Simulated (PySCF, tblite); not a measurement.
**C4H14O2Si3: geometry, infrared bands and NMR shifts**

Wanted: the infrared bands and NMR shifts of C4H14O2Si3 (`[SiH3]COC1(O[SiH3])C[SiH2]C1`), by calculation.

The runs use tblite 0.8.0 and PySCF 2.14.0, with density-fitted response routines of our own; the level of theory stands in each step. All values are computed, except where a source is named. Atoms are numbered from 0 throughout.

## Step 1: Starting geometry

23 atoms, charge 0, multiplicity 1; geometry from: force field or distance geometry start.

Bonds of the start (Å): Si0–C1 1.88, C1–O2 1.42, O2–C3 1.46, C3–O4 1.47, O4–Si5 1.67, C3–C6 1.59, C6–Si7 1.88, Si7–C8 1.88, C8–C3 1.60, Si0–H9 1.48, Si0–H10 1.49, Si0–H11 1.49, C1–H12 1.11, C1–H13 1.10, Si5–H14 1.48, Si5–H15 1.49, Si5–H16 1.48, C6–H17 1.10, C6–H18 1.08, Si7–H19 1.48, Si7–H20 1.49, C8–H21 1.09, C8–H22 1.10.

## Step 2: Relaxing the molecule with GFN2-xTB

Job settings and geometry (Å):

```
{"job": {"kind": "relax", "xc": "GFN2-xTB", "basis": "xTB"}, "charge": 0, "multiplicity": 1}
Si     2.785200    -0.854500    -1.725900
C      1.744500    -0.155300    -0.328900
O      0.395900     0.169600    -0.630600
C     -0.571000     0.220100     0.457600
O     -0.754000    -1.096400     1.078800
Si    -1.371300    -2.357900     0.176900
C     -1.935500     0.929300     0.054400
Si    -1.237200     2.565500     0.656700
C     -0.218500     1.293000     1.584300
H      4.156300    -1.124500    -1.247700
H      2.861300     0.115800    -2.851800
H      2.204500    -2.131600    -2.231500
H      1.764000    -0.879700     0.514900
H      2.240600     0.754200     0.031400
H     -0.361500    -2.807500    -0.804300
H     -1.684700    -3.481200     1.105400
H     -2.611000    -1.934800    -0.505100
H     -2.813500     0.590000     0.625200
H     -2.173300     0.897800    -1.003100
H     -0.475900     3.324200    -0.362600
H     -2.166000     3.371800     1.500900
H      0.830900     1.557800     1.693700
H     -0.614700     1.061300     2.587100
```

Command:

```console
$ OMP_NUM_THREADS=1 python probes_run.py task.json out
```

The driver reads the jobs from task.json and runs them one after another.

**Question.** This job is followed by: GFN2-xTB harmonic vibrations, gas phase; GIAO PBE0/pcSseg-1 NMR shielding, non-relativistic, gas phase. What will the session give for the following? strongest single infrared mode (GFN2-xTB); zero-point energy (GFN2-xTB); ¹³C shifts against TMS (PBE0/pcSseg-1, means over atoms taken as alike); ¹H shifts against TMS (PBE0/pcSseg-1, means over atoms taken as alike); ²⁹Si shifts against TMS (PBE0/pcSseg-1); ¹⁷O shifts against H2O (PBE0/pcSseg-1).

**Answer**, as computed:

```
                                                               quantity                                         value
                              strongest single infrared mode (GFN2-xTB)                         2221 cm⁻¹, 419 km/mol
                                           zero-point energy (GFN2-xTB)                                100.6 kcal/mol
¹³C shifts against TMS (PBE0/pcSseg-1, means over atoms taken as alike)                         104.2, 47.7, 25.7 ppm
 ¹H shifts against TMS (PBE0/pcSseg-1, means over atoms taken as alike)  4.77, 4.38, 4.24, 4.00, 3.49, 2.05, 1.86 ppm
                                ²⁹Si shifts against TMS (PBE0/pcSseg-1)                       -51.0, -65.9, -73.5 ppm
                                 ¹⁷O shifts against H2O (PBE0/pcSseg-1)                                95.1, 85.4 ppm
```

Relaxing lowered the energy by 0.741 eV in 120 steps; the close pair that moved most is C3–O4, from 1.467 to 1.390 Å. No mode is imaginary among the 63: a minimum at this level. The strongest single mode, at 2221 cm⁻¹, moves mainly H16. GFN2-xTB is a fitted tight-binding method: band positions and strengths are rough. Its intensities can rank the bands wrongly.
